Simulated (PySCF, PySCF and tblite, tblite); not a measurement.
# C₄H₆F₂O₂: telling isomers apart by computed NMR, part 2 of 3

PySCF and tblite. Atoms count from 0. Earlier steps stand in the parts before.

## 6. Couplings, isomer A, conformer 2: B3LYP/pcJ-1+6-31G*

Job settings and geometry (Å):

```
{"job": {"xc": "B3LYP", "basis": {"default": "6-31G*", "H": "pcJ-1", "F": "pcJ-1"}, "nuclei": ["H", "F", "P", "Si", "B"], "kind": "j"}, "charge": 0, "multiplicity": 1}
F     -2.275030     0.509524     0.579043
C     -1.160680     0.356758    -0.208129
C     -0.038424     1.290017     0.261711
O      1.153829     0.886641    -0.367838
C      1.582317    -0.381022     0.050408
O      0.549431    -1.189026     0.569166
C     -0.646456    -1.094203    -0.099009
F     -0.524723    -1.617672    -1.369797
H     -1.459238     0.566329    -1.241322
H     -0.219450     2.321157    -0.040322
H      0.042455     1.231473     1.356096
H      2.051508    -0.854921    -0.823299
H      2.309765    -0.301527     0.872252
H     -1.365982    -1.724001     0.438874
```

What it wrote:

```text
coarse grid: 12408 points
cycle   1  E = -506.0143307379  dE =  1.265e+00  |g| = 9.887e-01  |ddm| = 3.370e+00
cycle   2  E = -505.8083102672  dE =  2.060e-01  |g| = 1.500e+00  |ddm| = 1.507e+00
cycle   3  E = -506.1745645046  dE = -3.663e-01  |g| = 7.471e-02  |ddm| = 9.622e-01
cycle   4  E = -506.1754543734  dE = -8.899e-04  |g| = 4.038e-02  |ddm| = 8.405e-02
cycle   5  E = -506.1757704894  dE = -3.161e-04  |g| = 1.140e-02  |ddm| = 3.451e-02
cycle   6  E = -506.1757900530  dE = -1.956e-05  |g| = 4.015e-03  |ddm| = 9.632e-03
cycle   7  E = -506.1757929465  dE = -2.893e-06  |g| = 6.722e-04  |ddm| = 3.258e-03
final grid: 122688 points
cycle   8  E = -506.1463664991  dE = -9.941e-05  |g| = 8.114e-03  |ddm| = 2.202e-02
cycle   9  E = -506.1463530742  dE =  1.342e-05  |g| = 1.227e-02  |ddm| = 1.264e-02
cycle  10  E = -506.1463786542  dE = -2.558e-05  |g| = 7.992e-04  |ddm| = 7.268e-03
cycle  11  E = -506.1463787600  dE = -1.058e-07  |g| = 2.940e-04  |ddm| = 7.852e-04
cycle  12  E = -506.1463787763  dE = -1.631e-08  |g| = 6.256e-05  |ddm| = 2.322e-04
cycle  13  E = -506.1463787769  dE = -6.140e-10  |g| = 2.638e-05  |ddm| = 6.201e-05
converged SCF energy = -506.1463787769

Indirect spin-spin couplings (Hz)
  i      j    bonds     total        FC       PSO       DSO        SD
  0 F    7 F    3     -6.435     0.369   -12.915    -0.941     7.052
  0 F    8 H    2     58.154    54.128     8.336    -0.688    -3.621
  0 F    9 H    3     -1.589    -2.440     1.474    -0.367    -0.256
  0 F   10 H    3      8.025     7.344     0.727     0.480    -0.526
  0 F   11 H    5     -0.629    -0.054     0.930    -1.477    -0.029
  0 F   12 H    5      2.236     2.617     0.885    -1.169    -0.097
  0 F   13 H    3     22.717    22.318     0.087     0.959    -0.648
  7 F    8 H    3     14.864    14.828    -0.200     1.138    -0.902
  7 F    9 H    4      0.171     0.437     1.053    -1.211    -0.108
  7 F   10 H    4     -0.186     0.454     0.972    -1.472    -0.141
  7 F   11 H    4      4.199     3.479    -0.029     0.932    -0.183
  7 F   12 H    4     -0.634    -0.256     1.413    -1.640    -0.151
  7 F   13 H    2     56.346    58.103     2.524    -0.550    -3.731
  8 H    9 H    3      7.437     7.272    -0.259     0.424         -
  8 H   10 H    3      9.394    10.233     1.607    -2.445         -
  8 H   12 H    5     -0.632    -0.031     1.262    -1.863         -
  8 H   13 H    3     -0.062     0.385     0.975    -1.423         -
  9 H   10 H    2    -11.080   -10.721     1.393    -1.752         -
  9 H   11 H    4     -0.625    -0.001     1.389    -2.013         -
  9 H   12 H    4     -1.048    -0.496     1.137    -1.690         -
  9 H   13 H    4     -0.156     0.417     1.345    -1.918         -
 10 H   11 H    4     -1.249    -0.540     1.378    -2.087         -
 10 H   12 H    4      1.259     1.070    -0.553     0.743         -
 10 H   13 H    4     -0.409    -0.231     0.325    -0.503         -
 11 H   12 H    2     -4.343    -3.993     1.505    -1.855         -
 11 H   13 H    4     -1.325    -0.693     1.334    -1.966         -
 12 H   13 H    4     -1.000    -0.406     1.323    -1.917         -
```

Run time: 16 s. Hardware: 1 thread of AMD EPYC 9R45, shared host.

This run: HOMO -7.51 eV, LUMO 1.30 eV; dipole 1.18 D.

## 7. Boltzmann average, isomer A: properties at PBE0/pcSseg-1 in tetrahydrofuran

Job settings and geometry (Å):

```
{"job": {"study": "conf", "smiles": "F[C@H]1COCO[C@@H]1F", "search": {"seed": 1293, "n_embed": 60, "ff_keep": 14, "window": 2.5, "nmax": 6, "temps": [250, 298.15, 350], "t_ref": 298.15, "order": 0.0005}, "level": {"nmr": {"xc": "PBE0", "basis": "pcSseg-1", "solvent": "tetrahydrofuran"}, "j": {"xc": "B3LYP", "basis": {"default": "6-31G*", "H": "pcJ-1", "F": "pcJ-1"}, "nuclei": ["H", "F", "P", "Si", "B"]}}, "kind": "conf"}, "charge": 0, "multiplicity": 1}
F      1.879857     0.280856    -1.156190
C      1.202414     0.015309     0.008101
C      0.323078     1.204088     0.404242
O     -0.840559     1.277085    -0.389646
C     -1.568436     0.097641    -0.332565
O     -0.849274    -1.004395    -0.852741
C      0.333430    -1.237028    -0.205681
F      0.087499    -1.764484     1.055659
H      1.957498    -0.191661     0.775601
H      0.054917     1.095503     1.466085
H      0.862140     2.139410     0.247819
H     -1.877880    -0.124513     0.705709
H     -2.440012     0.217087    -0.977062
H      0.874651    -2.005371    -0.771498
```

What it wrote:

```text
conformer  sym    E(xTB)   E(DFT)   G(298.15 K)  weight  dipole/D
    1     C1      0.000    0.000    0.000   0.9992    2.058
    2     C1      1.793    4.652    4.226   0.0008    1.258

mean shielding (ppm) by class
class atoms           250 K   298.15 K      350 K
  0 F  0            398.785    398.783     398.78
  1 C  1             99.975     99.972     99.961
  2 C  2            116.727    116.732    116.744
  3 O  3            289.242    289.256    289.293
  4 C  4             96.813     96.812     96.811
  5 O  5            232.437    232.443    232.458
  6 C  6             77.666     77.663     77.655
  7 F  7             342.06    342.054    342.037
  8 H  8             27.125     27.125     27.124
  9 H  9              27.37      27.37      27.37
 10 H  10            27.055     27.055     27.057
 11 H  11            26.224     26.224     26.224
 12 H  12            26.466     26.466     26.466
 13 H  13            25.552     25.552     25.552
```

Run time: 59 s. Hardware: 1 thread of AMD EPYC 9R45, shared host. This counts the runs that the step sums up.

The search (ETKDG, MMFF94s, GFN2-xTB) embedded 60 structures, kept 7 distinct ones after the force field and 3 after xTB; 2 were carried on (window 2.5 kcal/mol at the search's own energies). Energies: PBE0/pcSseg-1 in tetrahydrofuran with D3(BJ).

The conformers at 298 K:

```tsv
no.	group	mirror pair	ΔE xTB	ΔE DFT	ΔG	weight (%)	μ (D)	A, B, C (GHz)
1	C1	no	0.00	0.00	0.00	99.9	2.06	2.49, 2.34, 1.64
2	C1	no	1.79	4.65	4.23	0.1	1.26	2.73, 2.16, 1.50
```

Energies in kcal/mol. ΔG holds xTB vibrations and rotation, symmetry numbers and mirror pairs.

Weights (%) by temperature:

```tsv
no.	250 K	298 K	350 K
1	100.0	99.9	99.8
2	0.0	0.1	0.2
```

Other ways of weighting, at the same temperature:

```tsv
scheme	1	2	mean μ (D)
DFT free energy	100	0	2.06
DFT energy, symmetry counted	100	0	2.06
DFT energy alone	100	0	2.06
xTB energy, symmetry counted	95	5	2.02
xTB free energy	91	9	1.99
lowest conformer only	100	0	2.06
equal weights	50	50	1.66
```

Shifts against references run at the same level (13C TMS 187.7, 19F CFCl3 174.1, 17O H2O 343.0, 1H TMS 31.70 ppm of shielding), by class of atoms, at 298 K:

```tsv
atoms	environment	no. 1	no. 2	average
C6	sp3 CH bonded to F and O	110.0	115.0	110.0
C4	sp3 carbon bearing two oxygens	90.9	91.7	90.9
C1	sp3 CH bonded to F	87.7	93.9	87.7
C2	sp3 CH2 bonded to O	71.0	63.6	71.0
H13	hydrogen on an sp3 CH bonded to F and O	6.14	6.27	6.14
H11	hydrogen on an sp3 carbon bearing two oxygens	5.47	5.58	5.47
H12	hydrogen on an sp3 carbon bearing two oxygens	5.23	5.52	5.23
H10	hydrogen on an sp3 CH2 bonded to O	4.64	3.90	4.64
H8	hydrogen on an sp3 CH bonded to F	4.57	5.06	4.57
H9	hydrogen on an sp3 CH2 bonded to O	4.32	4.40	4.32
F7	fluorine on an sp3 carbon	-168.0	-157.7	-168.0
F0	fluorine on an sp3 carbon	-224.7	-222.5	-224.7
O5	ether oxygen	110.6	101.3	110.6
O3	ether oxygen	53.8	30.7	53.8
```

Couplings (Hz, B3LYP/pcJ-1+6-31G*; one pair named for each class), from conformers that hold 100 % of the weight:

```tsv
pair	bonds	no. 1	no. 2	average
F7–H13	2	55.1	56.4	55.1
F0–H8	2	54.2	58.1	54.2
H9–H10	2	-13.7	-11.1	-13.7
H11–H12	2	-7.5	-4.3	-7.5
F0–H9	3	38.7	-1.6	38.7
F0–F7	3	-25.8	-6.4	-25.8
F0–H10	3	17.8	8.0	17.8
F0–H13	3	7.1	22.7	7.1
F7–H8	3	3.9	14.9	3.9
H8–H9	3	2.6	7.4	2.6
H8–H13	3	1.2	-0.1	1.2
H8–H10	3	0.8	9.4	0.8
F7–H9	4	3.7	0.2	3.7
H10–H13	4	1.4	-0.4	1.4
H11–H13	4	-1.2	-1.3	-1.2
F7–H11	4	1.2	4.2	1.2
H9–H12	4	-1.2	-1.1	-1.2
F7–H10	4	-1.1	-0.2	-1.1
H9–H13	4	-1.1	-0.2	-1.1
H10–H11	4	-1.1	-1.2	-1.1
```

Effective distances for nuclear Overhauser effects, ⟨r⁻⁶⟩^(−1/6) over all pairs of two classes (Å): H9···H10 1.80; H11···H12 1.81; H8···H9 2.40; H9···H11 2.41; H8···H13 2.62; H8···H10 2.63; H10···H11 3.58; H9···H12 3.60.

## 8. GFN2-xTB relaxation, isomer B, conformer 1

Job settings and geometry (Å):

```
{"job": {"xc": "GFN2-xTB", "basis": "xTB", "kind": "relax"}, "charge": 0, "multiplicity": 1}
F      2.362200    -0.190100     0.394600
C      1.173700    -0.104600    -0.287900
C      0.482600     1.192600     0.041300
O     -0.813400     1.234300    -0.590100
C     -1.608700     0.122500    -0.147100
O     -1.025100    -1.119300    -0.518100
C      0.254100    -1.250400     0.100400
F      0.048600    -1.258000     1.453100
H      1.393400    -0.160900    -1.351500
H      0.364400     1.344200     1.123800
H      1.055200     2.038800    -0.342600
H     -2.576700     0.192600    -0.662200
H     -1.803900     0.177900     0.934500
H      0.693000    -2.219900    -0.170300
```

What it wrote:

```text
step      E/eV     max force
  0    -795.17620    1.415
  1    -795.26070    0.390
  2    -795.27778    0.332
  3    -795.28722    0.292
  4    -795.30382    0.335
  5    -795.30927    0.175
  6    -795.31168    0.095
  7    -795.31265    0.074
  8    -795.31345    0.082
  9    -795.31395    0.067
 10    -795.31432    0.057
 11    -795.31466    0.056
 12    -795.31504    0.055
 13    -795.31542    0.050
 14    -795.31573    0.050
 15    -795.31602    0.048
 16    -795.31632    0.041
 17    -795.31658    0.037
 18    -795.31658    0.037
 19    -795.31669    0.027
 20    -795.31680    0.017
 21    -795.31683    0.016
 22    -795.31690    0.018
 23    -795.31692    0.017
 24    -795.31695    0.019
 25    -795.31699    0.018
 26    -795.31703    0.017
 27    -795.31706    0.019
 28    -795.31710    0.018
 29    -795.31715    0.021
 30    -795.31721    0.019
 31    -795.31726    0.016
 32    -795.31730    0.013
 33    -795.31733    0.014
 34    -795.31735    0.014
 35    -795.31737    0.013
 36    -795.31739    0.013
 37    -795.31741    0.009
 38    -795.31742    0.007
 39    -795.31742    0.006
 40    -795.31743    0.006
 41    -795.31743    0.007
 42    -795.31744    0.006
 43    -795.31744    0.006
 44    -795.31745    0.005
 45    -795.31745    0.005
 46    -795.31745    0.004
```

It took 0.12 s on 1 thread of AMD EPYC 9R45, shared host.

The energy fell by 0.141 eV, and the atoms moved 0.05 Å (root mean square).

## 9. Shieldings, isomer B, conformer 1: PBE0/pcSseg-1 in tetrahydrofuran

Job settings and geometry (Å):

```
{"job": {"xc": "PBE0", "basis": "pcSseg-1", "solvent": "tetrahydrofuran", "kind": "nmr", "pop": false}, "charge": 0, "multiplicity": 1}
F      2.370537    -0.196597     0.355558
C      1.167106    -0.099599    -0.289028
C      0.456757     1.213432     0.053344
O     -0.804410     1.217775    -0.583904
C     -1.589390     0.148707    -0.167751
O     -1.002883    -1.107781    -0.458545
C      0.239258    -1.257898     0.117520
F      0.121355    -1.274311     1.491876
H      1.360698    -0.168595    -1.366566
H      0.348541     1.291429     1.144878
H      1.008919     2.074565    -0.324187
H     -2.518700     0.184262    -0.737176
H     -1.793673     0.212202     0.915764
H      0.635207    -2.238064    -0.173948
```

What it wrote:

```text
coarse grid: 12408 points
cycle   1  E = -505.3642175738  dE =  1.302e+00  |g| = 9.130e-01  |ddm| = 3.256e+00
cycle   2  E = -505.2339177248  dE =  1.303e-01  |g| = 1.287e+00  |ddm| = 1.272e+00
cycle   3  E = -505.4981606831  dE = -2.642e-01  |g| = 5.890e-02  |ddm| = 8.059e-01
cycle   4  E = -505.4986919670  dE = -5.313e-04  |g| = 2.707e-02  |ddm| = 4.959e-02
cycle   5  E = -505.4988189362  dE = -1.270e-04  |g| = 9.392e-03  |ddm| = 2.106e-02
cycle   6  E = -505.4988321758  dE = -1.324e-05  |g| = 2.523e-03  |ddm| = 6.248e-03
cycle   7  E = -505.4988333761  dE = -1.200e-06  |g| = 3.796e-04  |ddm| = 1.961e-03
final grid: 122688 points
cycle   8  E = -505.5817438035  dE = -4.339e-05  |g| = 1.374e-02  |ddm| = 2.939e-02
cycle   9  E = -505.5817118693  dE =  3.193e-05  |g| = 1.956e-02  |ddm| = 1.860e-02
cycle  10  E = -505.5817769728  dE = -6.510e-05  |g| = 7.582e-04  |ddm| = 1.083e-02
cycle  11  E = -505.5817770837  dE = -1.109e-07  |g| = 2.410e-04  |ddm| = 7.536e-04
cycle  12  E = -505.5817770947  dE = -1.102e-08  |g| = 6.163e-05  |ddm| = 2.117e-04
cycle  13  E = -505.5817770952  dE = -4.726e-10  |g| = 2.511e-05  |ddm| = 4.431e-05
converged SCF energy = -505.5817770952

GIAO shielding tensors (ppm)
atom      isotropic    diamagn.    paramagn.     s11        s22        s33       span
  0 F      415.401     470.447     -55.046    395.087    414.816    436.301     41.214
  1 C      100.130     245.604    -145.474     75.478     77.449    147.463     71.985
  2 C      119.685     246.571    -126.886     91.059     98.938    169.058     77.998
  3 O      267.183     396.335    -129.153    188.278    292.405    320.864    132.585
  4 C       96.749     242.483    -145.734     73.254     94.675    122.318     49.064
  5 O      211.763     397.792    -186.028    150.692    199.737    284.861    134.169
  6 C       77.478     243.720    -166.242     54.614     76.700    101.120     46.506
  7 F      361.442     475.831    -114.389    290.248    373.530    420.548    130.300
  8 H       26.746      29.662      -2.916     23.273     27.815     29.150      5.877
  9 H       27.400      29.430      -2.030     24.627     27.048     30.525      5.897
 10 H       27.212      28.092      -0.880     23.144     26.314     32.179      9.035
 11 H       26.580      27.236      -0.656     22.052     25.589     32.099     10.046
 12 H       26.273      28.810      -2.537     21.995     26.125     30.700      8.705
 13 H       25.428      27.897      -2.468     22.362     23.947     29.976      7.614
```

Wall time 9.8 s (1 thread of AMD EPYC 9R45, shared host).

In short: HOMO -8.05 eV, LUMO 1.69 eV; dipole 1.22 D.

## 10. Couplings, isomer B, conformer 1: B3LYP/pcJ-1+6-31G*

The job, as its differences from that of step 9:

```diff
@@ -1,2 +1,2 @@
-{"job": {"xc": "PBE0", "basis": "pcSseg-1", "solvent": "tetrahydrofuran", "kind": "nmr", "pop": false}, "charge": 0, "multiplicity": 1}
+{"job": {"xc": "B3LYP", "basis": {"default": "6-31G*", "H": "pcJ-1", "F": "pcJ-1"}, "nuclei": ["H", "F", "P", "Si", "B"], "kind": "j"}, "charge": 0, "multiplicity": 1}
 F      2.370537    -0.196597     0.355558
```

What it wrote:

```text
coarse grid: 12408 points
cycle   1  E = -506.0207604148  dE =  1.270e+00  |g| = 9.863e-01  |ddm| = 3.355e+00
cycle   2  E = -505.8125732215  dE =  2.082e-01  |g| = 1.501e+00  |ddm| = 1.570e+00
cycle   3  E = -506.1805256305  dE = -3.680e-01  |g| = 7.369e-02  |ddm| = 1.008e+00
cycle   4  E = -506.1814172158  dE = -8.916e-04  |g| = 3.912e-02  |ddm| = 8.350e-02
cycle   5  E = -506.1817200753  dE = -3.029e-04  |g| = 1.187e-02  |ddm| = 3.502e-02
cycle   6  E = -506.1817413989  dE = -2.132e-05  |g| = 4.227e-03  |ddm| = 1.004e-02
cycle   7  E = -506.1817445965  dE = -3.198e-06  |g| = 5.866e-04  |ddm| = 3.363e-03
final grid: 122688 points
cycle   8  E = -506.1520417536  dE = -1.022e-04  |g| = 8.196e-03  |ddm| = 2.353e-02
cycle   9  E = -506.1520281025  dE =  1.365e-05  |g| = 1.235e-02  |ddm| = 1.342e-02
cycle  10  E = -506.1520543010  dE = -2.620e-05  |g| = 8.653e-04  |ddm| = 7.692e-03
cycle  11  E = -506.1520544234  dE = -1.224e-07  |g| = 3.129e-04  |ddm| = 8.360e-04
cycle  12  E = -506.1520544411  dE = -1.770e-08  |g| = 8.369e-05  |ddm| = 2.546e-04
cycle  13  E = -506.1520544422  dE = -1.119e-09  |g| = 3.353e-05  |ddm| = 8.286e-05
cycle  14  E = -506.1520544424  dE = -1.958e-10  |g| = 5.024e-06  |ddm| = 2.555e-05
converged SCF energy = -506.1520544424

Indirect spin-spin couplings (Hz)
  i      j    bonds     total        FC       PSO       DSO        SD
  0 F    7 F    3    -18.321    -6.579   -12.488     0.234     0.512
  0 F    8 H    2     55.456    50.727     8.893    -0.720    -3.444
  0 F    9 H    3      2.865     2.042     0.970     0.296    -0.444
  0 F   10 H    3      0.009    -0.834     1.278    -0.122    -0.313
  0 F   11 H    5      2.436     3.099     0.931    -1.588    -0.005
  0 F   13 H    3      2.697     1.791     1.250    -0.002    -0.341
  7 F    8 H    3     20.321    21.456     0.889    -1.898    -0.126
  7 F    9 H    4      2.281     2.088    -1.179     1.540    -0.168
  7 F   12 H    4      0.718    -0.008    -0.552     1.576    -0.298
  7 F   13 H    2     60.778    62.754     2.254    -0.497    -3.733
  8 H    9 H    3     10.505    11.375     1.631    -2.500         -
  8 H   10 H    3      5.721     5.637    -0.092     0.176         -
  8 H   11 H    5     -0.389    -0.000     0.715    -1.104         -
  8 H   12 H    5     -0.585    -0.004     1.164    -1.745         -
  8 H   13 H    3      2.638     2.483    -0.226     0.380         -
  9 H   10 H    2    -11.124   -10.770     1.334    -1.687         -
  9 H   11 H    4     -1.228    -0.605     1.169    -1.792         -
  9 H   12 H    4      0.871     0.250    -1.564     2.185         -
  9 H   13 H    4     -0.976    -0.439     1.279    -1.815         -
 10 H   11 H    4     -0.215     0.419     1.416    -2.050         -
 10 H   12 H    4     -1.018    -0.440     1.114    -1.692         -
 10 H   13 H    4      0.928     1.496     1.349    -1.917         -
 11 H   12 H    2     -7.503    -7.150     1.448    -1.800         -
 11 H   13 H    4     -1.003    -0.372     1.395    -2.026         -
 12 H   13 H    4     -1.247    -0.608     1.358    -1.997         -
```

Run time: 16 s. Hardware: 1 thread of AMD EPYC 9R45, shared host.

In short: HOMO -7.69 eV, LUMO 1.25 eV; dipole 1.28 D.

## 11. Averages, isomer B: properties at PBE0/pcSseg-1 in tetrahydrofuran

Job settings and geometry (Å):

```
{"job": {"study": "conf", "smiles": "F[C@@H]1COCO[C@@H]1F", "search": {"seed": 1293, "n_embed": 60, "ff_keep": 14, "window": 2.5, "nmax": 6, "temps": [250, 298.15, 350], "t_ref": 298.15, "order": 0.0005}, "level": {"nmr": {"xc": "PBE0", "basis": "pcSseg-1", "solvent": "tetrahydrofuran"}, "j": {"xc": "B3LYP", "basis": {"default": "6-31G*", "H": "pcJ-1", "F": "pcJ-1"}, "nuclei": ["H", "F", "P", "Si", "B"]}}, "kind": "conf"}, "charge": 0, "multiplicity": 1}
F      2.370537    -0.196597     0.355558
C      1.167106    -0.099599    -0.289028
C      0.456757     1.213432     0.053344
O     -0.804410     1.217775    -0.583904
C     -1.589390     0.148707    -0.167751
O     -1.002883    -1.107781    -0.458545
C      0.239258    -1.257898     0.117520
F      0.121355    -1.274311     1.491876
H      1.360698    -0.168595    -1.366566
H      0.348541     1.291429     1.144878
H      1.008919     2.074565    -0.324187
H     -2.518700     0.184262    -0.737176
H     -1.793673     0.212202     0.915764
H      0.635207    -2.238064    -0.173948
```

What it wrote:

```text
conformer  sym    E(xTB)   E(DFT)   G(298.15 K)  weight  dipole/D
    1     C1      0.000    0.000    0.000   1.0000    1.220

mean shielding (ppm) by class
class atoms           250 K   298.15 K      350 K
  0 F  0            415.401    415.401    415.401
  1 C  1             100.13     100.13     100.13
  2 C  2            119.685    119.685    119.685
  3 O  3            267.183    267.183    267.183
  4 C  4             96.749     96.749     96.749
  5 O  5            211.763    211.763    211.763
  6 C  6             77.478     77.478     77.478
  7 F  7            361.442    361.442    361.442
  8 H  8             26.746     26.746     26.746
  9 H  9               27.4       27.4       27.4
 10 H  10            27.212     27.212     27.212
 11 H  11             26.58      26.58      26.58
 12 H  12            26.273     26.273     26.273
 13 H  13            25.428     25.428     25.428
```

Run time: 26 s. Hardware: 1 thread of AMD EPYC 9R45, shared host. This counts the runs that the step sums up.

The search (ETKDG, MMFF94s, GFN2-xTB) embedded 60 structures, kept 4 distinct ones after the force field and 1 after xTB; 1 was carried on (window 2.5 kcal/mol at the search's own energies). Energies: PBE0/pcSseg-1 in tetrahydrofuran with D3(BJ).

The conformers at 298 K:

```tsv
no.	group	mirror pair	ΔE xTB	ΔE DFT	ΔG	weight (%)	μ (D)	A, B, C (GHz)
1	C1	no	0.00	0.00	0.00	100.0	1.22	3.02, 2.12, 1.52
```

Energies in kcal/mol. ΔG holds xTB vibrations and rotation, symmetry numbers and mirror pairs.

Shifts against references run at the same level (13C TMS 187.7, 19F CFCl3 174.1, 17O H2O 343.0, 1H TMS 31.70 ppm of shielding), by class of atoms, at 298 K:

```tsv
atoms	environment	average
C6	sp3 CH bonded to F and O	110.2
C4	sp3 carbon bearing two oxygens	90.9
C1	sp3 CH bonded to F	87.6
C2	sp3 CH2 bonded to O	68.0
H13	hydrogen on an sp3 CH bonded to F and O	6.27
H12	hydrogen on an sp3 carbon bearing two oxygens	5.42
H11	hydrogen on an sp3 carbon bearing two oxygens	5.12
H8	hydrogen on an sp3 CH bonded to F	4.95
H10	hydrogen on an sp3 CH2 bonded to O	4.48
H9	hydrogen on an sp3 CH2 bonded to O	4.30
F7	fluorine on an sp3 carbon	-187.4
F0	fluorine on an sp3 carbon	-241.3
O5	ether oxygen	131.2
O3	ether oxygen	75.8
```

Couplings (Hz, B3LYP/pcJ-1+6-31G*; one pair named for each class), from conformers that hold 100 % of the weight:

```tsv
pair	bonds	average
F7–H13	2	60.8
F0–H8	2	55.5
H9–H10	2	-11.1
H11–H12	2	-7.5
F7–H8	3	20.3
F0–F7	3	-18.3
H8–H9	3	10.5
H8–H10	3	5.7
F0–H9	3	2.9
F0–H13	3	2.7
H8–H13	3	2.6
F7–H9	4	2.3
H12–H13	4	-1.2
H9–H11	4	-1.2
H10–H12	4	-1.0
H11–H13	4	-1.0
H9–H13	4	-1.0
H10–H13	4	0.9
H9–H12	4	0.9
```

Effective distances for nuclear Overhauser effects, ⟨r⁻⁶⟩^(−1/6) over all pairs of two classes (Å): H9···H10 1.79; H11···H12 1.81; H9···H12 2.41; H8···H10 2.50; H8···H13 2.50; H8···H9 3.08; H10···H12 3.59; H9···H11 3.60.

(Part 2 of 3 ends here.)
